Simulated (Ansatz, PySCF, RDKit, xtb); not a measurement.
**Isomers of C5H6NP, a sample narrowed down**

Which of a sample of isomers of C5H6NP is the most stable in the gas at 298.15 K, and what are its properties? The sample is small against all isomers, and the most stable one of this formula need not be in it.

Plan: many cheap relaxations first (GFN2-xTB), then density-functional screening, relaxation at r2SCAN-D4/def2-SVP, vibrations (at GFN2-xTB) and a final energy. The numbers are computed, not measured.

**1. Possible bonding patterns**

Isomers were taken from a list of plausible structures; this is a sample, not all of them. That gives 6 candidates.

```tsv
label	SMILES	spin
c533	C=Pn1cccc1	singlet
c796	Cc1ccpcn1	singlet
c844	Cc1cncpc1	singlet
c876	Cc1ncccp1	singlet
c951	Cc1cpccn1	singlet
c999	Cc1ccncp1	singlet
```

Candidates are built by distance geometry, with a force field where one applies, in up to four conformers (letters a to d).

Q: Predict the outcome of this search (final energies at CCSD(T)/def2-SVP + MP2/def2-TZVPP - MP2/def2-SVP).

| quantity | value |
| --- | --- |
| lowest structure found | Cc1cpccn1, singlet |
| next finalist | Cc1ccpcn1, singlet, 2.2 kcal/mol higher in G |
| share at equilibrium, among the finalists | 97.3 % |
| dipole moment (PBE0/def2-SVPD) | 0.60 D |
| HOMO energy (PBE0/def2-SVPD) | -7.36 eV |
| LUMO energy (PBE0/def2-SVPD) | -1.96 eV |
| HOMO–LUMO gap (PBE0/def2-SVPD) | 5.40 eV |
| lowest excitation (TD-PBE0/def2-SVPD) | 3.96 eV (f = 0.007) |
| strongest of the states computed, same level | 6.17 eV (f = 0.218) |
| lowest triplet excitation, same level, Tamm-Dancoff | 3.31 eV |
| vertical ionisation energy | 9.24 eV |
| vertical electron affinity | 0.17 eV |
| vertical triplet less singlet | +3.40 eV |

`Cc1cpccn1` comes out lowest. The margin, 2.2 kcal/mol, is modest. GFN2-xTB, HF/STO-3G, r2SCAN-D4/def2-SVP, r2SCAN-D4/def2-SVP, relaxed, HF/def2-SVP and MP2/def2-SVP already put its bonding pattern lowest among the structures in one piece. The search is not exhaustive (a finite list of starts, one conformer a finalist), so a lower isomer can't be ruled out. Only 6 drawn patterns were tried, so whole families of isomers are missing, and the result ranks this sample alone. The lowest isomer need not be the one that is made and kept in a bottle, which depends on barriers.
